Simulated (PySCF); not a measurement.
# TaNF₂: singlet, from a PBE0 minimum start

Where does singlet TaNF₂ go from a PBE0 minimum start, is the end point a minimum, and what are its modes, charges and moments?

Computed with PySCF 2.14.0. Level: PBE0, basis Ta def2-TZVP with ECP60, N def2-TZVP, F def2-TZVP, scalar-relativistic core potentials, no spin–orbit coupling, density fitting.

### 1 Starting geometry

4 atoms, charge 0, spin multiplicity 1.

Bond lengths: Ta1–N2 1.685 Å, Ta1–F3 1.891 Å, Ta1–F4 1.891 Å. Angles: N2–Ta1–F3 105.8°, N2–Ta1–F4 105.8°, F3–Ta1–F4 113.9°.

Z-matrix (Å, degrees; charge 0 multiplicity 1):
```
Ta
N  1 1.6851
F  1 1.8915 2 105.84
F  1 1.8915 2 105.84 3 -121.25
```

### 2 Finding the electronic state

The steps below are one call of a driver around PySCF. For each, scf.py gives the equivalent set-up of the SCF; relaxations use the driver's own optimiser. After this first run the driver tries any further starts and a stability analysis.

scf.py reads:

```python
from pyscf import gto, scf, dft
mol = gto.M(atom='''
Ta    -0.146540     0.004360    -0.000000
N     -0.000000    -1.674400     0.000000
F      0.697830     0.596310    -1.585680
F      0.697830     0.596310     1.585680''',
    basis={'Ta': 'def2-TZVP', 'N': 'def2-TZVP', 'F': 'def2-TZVP'},
    ecp={'Ta': 'def2-TZVP'},
    charge=0, spin=0)
mf = dft.RKS(mol, xc='PBE0')
mf.grids.atom_grid = (50, 194)
aux = {'Ta': 'def2-universal-JKFIT', 'N': 'def2-universal-JKFIT', 'F': 'def2-universal-JKFIT'}
mf = mf.density_fit(auxbasis=aux)
mf.conv_tol = 1e-08
mf.diis_space = 10
mf.max_cycle = 60
mf.init_guess = 'minao'
mf.verbose = 4
mf.kernel()
```

Command:

```console
> OMP_NUM_THREADS=4 python axn.py task.json out
```

Further steps of the session: Relaxation: PBE0 minimum start, singlet; Is it a minimum? Harmonic modes.

Before running it: what results should come out? Wanted: minimum; geometry; wavenumbers; dipole moment; highest occupied, lowest empty level; polar-tensor charge of Ta1; zero-point energy; atomisation energy.

As calculated:

| quantity | value |
| --- | --- |
| minimum | singlet, Cs |
| geometry | Ta–F 1.891 Å (×2), Ta–N 1.685 Å; F–Ta–F 113.9°, F–Ta–N 105.8° (×2) |
| wavenumbers (cm⁻¹) | 130 (a'), 243 (a'), 306 (a''), 654 (a''), 659 (a'), 1089 (a') |
| dipole moment | 5.78 D |
| highest occupied, lowest empty level | -7.62, -3.93 eV |
| polar-tensor charge of Ta1 | +2.00 e |
| zero-point energy | 18.4 kJ/mol |
| entropy at 298.15 K | 312.8 J/(mol K) |
| atomisation energy (no zero-point energy) | 1719 kJ/mol |

**Reading.** The molecule stays Cs, as typed, and the end point is a minimum. The strongest infrared band lies at 654 cm⁻¹ (a'', stretch). With 5.8 D the molecule is strongly polar. Other starts or spin states, not run here, may lie lower. The stability of the closed-shell solution was not tested. Spin–orbit coupling, left out here, can matter for elements this heavy.
